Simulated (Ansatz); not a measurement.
Consider an atomisation energy of CH₆AsBO, SMILES B[AsH]CO (Ansatz 0.2.0 through its Python package).

Script `tae_ch6asbo.py`:
```python
# -*- coding: utf-8 -*-
"""Atomisation energy of CH6AsBO at the given geometry."""

from collections import Counter

import ansatz as az

BASIS = "cc-pVDZ"
FUNCTIONAL = "b3lyp"


def single_point(molecule, charge=0, unpaired=0):
    calc = molecule.calculation().basis(gaussian=BASIS).functional(FUNCTIONAL).accuracy("medium")
    if charge:
        calc = calc.charge(charge)
    if unpaired:
        calc = calc.spin("collinear", total=unpaired)
    report = calc.run(threads=1).report
    if report["published_state_doubts"]:
        print("  doubts:", report["published_state_doubts"])
    return report["free_energy_ev"]

GEOMETRY = """
B    -1.62790    0.70120    0.21930
As    0.10720    0.81220    1.19440
C     0.83290   -0.72850    0.20990
O     0.95880   -0.45820   -1.15470
H    -1.70060    0.72760   -0.99100
H    -2.68700    0.80780    0.81560
H     0.74080    1.86280    0.20410
H     0.28720   -1.61320    0.43020
H     1.90570   -0.88410    0.63040
H     1.26600   -1.27880   -1.55520
"""

mol = az.Crystal.molecule()
for line in GEOMETRY.strip().splitlines():
    symbol, *xyz = line.split()
    mol = mol.atom(symbol, [float(v) for v in xyz])

# unpaired electrons of the ground-state atoms
unpaired = {"B": 1, "As": 3, "C": 2, "O": 2, "H": 1}
counts = Counter(site.symbol for site in mol.cartesian_sites)
atom_energy = {s: single_point(az.Crystal.molecule().atom(s, (0, 0, 0)), 0, unpaired[s]) for s in counts}
whole = single_point(mol, 0, 0)
for s, e in atom_energy.items():
    print(f"{s:2s} x{counts[s]}  {e:14.5f} eV")
print(f"CH6AsBO: {whole:.5f} eV")
split = sum(counts[s] * e for s, e in atom_energy.items()) - whole
print(f"atomisation energy (no zero-point term): {23.060548 * split:.1f} kcal/mol, {split / sum(counts.values()):.3f} eV an atom")
```

What does it cost to take this molecule apart into atoms?

753.8 kcal/mol from the electronic energies, without the zero-point term.

The output:

```console
$ python tae_ch6asbo.py
B  x1      -671.05652 eV
As x1    -60839.82298 eV
C  x1     -1030.00471 eV
O  x1     -2042.71786 eV
H  x6       -13.63992 eV
CH6AsBO: -64698.12981 eV
atomisation energy (no zero-point term): 753.8 kcal/mol, 3.269 eV an atom
```

Reading the output:
- The settings weren't tested for convergence.
- The geometry is a force-field or estimated start, not a minimum of this method, and the basis set is short of its limit. All parts are taken at fixed geometry, without zero-point energy.
- b3lyp holds the VWN-RPA fit, as in Gaussian; the form of ORCA and Turbomole is b3lyp5.
- It ran for 4.3 s on 1 thread of Arm Neoverse V2, on a shared host, peak memory 0.26 GiB.
